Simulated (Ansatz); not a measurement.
# AlBFH3O: ionisation energy by level of theory

One table from this session's results is given with a row withheld; the runs are named, their logs left out.

Method: unrestricted cation, the program's frozen cores in correlated methods; program: Ansatz 0.2.0, Gaussian basis.

The runs, in order: UKS PBE-D4/def2-TZVPP; UKS r2SCAN-D4/def2-TZVPP; UKS PBE0-D4/def2-TZVPP; UKS B3LYP-D4/def2-TZVPP; UKS wB97X-V/def2-TZVPP; UKS wB97M-V/def2-TZVPP; UKS B2PLYP/def2-TZVPP; UHF-CCSD(T)/def2-TZVPP; UHF-MP2/def2-QZVPP; extrapolation to the limit; then −ε(HOMO) from the neutral's earlier runs with LDA (SPW92), PBE-D4, revPBE-D4, BLYP-D4, r2SCAN-D4, B97M-V, PBE0-D4, B3LYP-D4, r2SCANh-D4, r2SCAN0-D4, HSE06-D4, BHLYP-D4, CAM-B3LYP-D4, LC-ωPBE, ωB97X-V, ωB97M-V.

**Structure used throughout**

An earlier PBE0-D4 in a triple-zeta def2 set relaxation fixed the geometry.

SMILES `O[BH][AlH][F]`, 7 atoms, charge 0, spin multiplicity 1.

Atoms are counted from 1 here; the program's logs count them from 0.

Bond lengths: O1–B2 1.355 Å, O1–H5 0.963 Å, B2–Al3 2.147 Å, B2–H6 1.209 Å, Al3–F4 1.659 Å, Al3–H7 1.588 Å. Angles: B2–O1–H5 113.9°, O1–B2–Al3 117.9°, O1–B2–H6 117.9°, Al3–B2–H6 124.2°, B2–Al3–F4 117.1°, B2–Al3–H7 128.4°, F4–Al3–H7 114.5°.

Set-up of the first run:

in.yaml reads:

```yaml
crystal:
  periodic: [false, false, false]
  atoms:
    - {symbol: O, position_ang: [-1.643356, 0.482704, -0.074204]}
    - {symbol: B, position_ang: [-0.311434, 0.690808, 0.066455]}
    - {symbol: Al, position_ang: [0.985766, -1.019241, 0.010389]}
    - {symbol: F, position_ang: [1.958850, -1.186163, -1.323218]}
    - {symbol: H, position_ang: [-2.168420, 1.289048, -0.046925]}
    - {symbol: H, position_ang: [0.070338, 1.828398, 0.215689]}
    - {symbol: H, position_ang: [1.169456, -2.153552, 1.106114]}
basis:
  gaussian: {orbitals: def2-TZVPP}
total_charge: 1
magnetization: {spin_polarized: true, initial_magnetization: 1}
hamiltonian: {xc: pbe, dispersion: d4}
```

Command:

```
$ ansatz run in.yaml --threads 2 --pin off --events-out ev --progress --plain --max-ram 4352MiB
```

Steps of the session up to this table: Cation, UKS PBE-D4/def2-TZVPP; Cation, UKS r2SCAN-D4/def2-TZVPP; Cation, UKS PBE0-D4/def2-TZVPP; Cation, UKS B3LYP-D4/def2-TZVPP; Cation, UKS wB97X-V/def2-TZVPP; Cation, UKS wB97M-V/def2-TZVPP; Cation, UKS B2PLYP (frozen core)/def2-TZVPP; Cation, UHF-CCSD(T)/def2-TZVPP; Cation, UHF-MP2/def2-QZVPP.

One of the session's tables, all rows but one given; the rest of the session is left out.

Orbital estimates, from the neutral's runs:

```
  functional  −ε(HOMO) (eV)
 LDA (SPW92)           6.11
      PBE-D4           6.05
   revPBE-D4              ?
     BLYP-D4           5.96
   r2SCAN-D4           6.28
      B97M-V           6.34
     PBE0-D4           7.28
    B3LYP-D4           7.10
  r2SCANh-D4           6.74
  r2SCAN0-D4           7.43
    HSE06-D4           6.88
    BHLYP-D4           8.45
CAM-B3LYP-D4           8.64
     LC-ωPBE           9.95
     ωB97X-V           9.62
     ωB97M-V           9.40
```

Estimate the missing values for revPBE-D4.

The run gave: −ε(HOMO) (eV): 6.01. In the column «−ε(HOMO) (eV)» it lies between BLYP-D4 (5.96) and PBE-D4 (6.05).
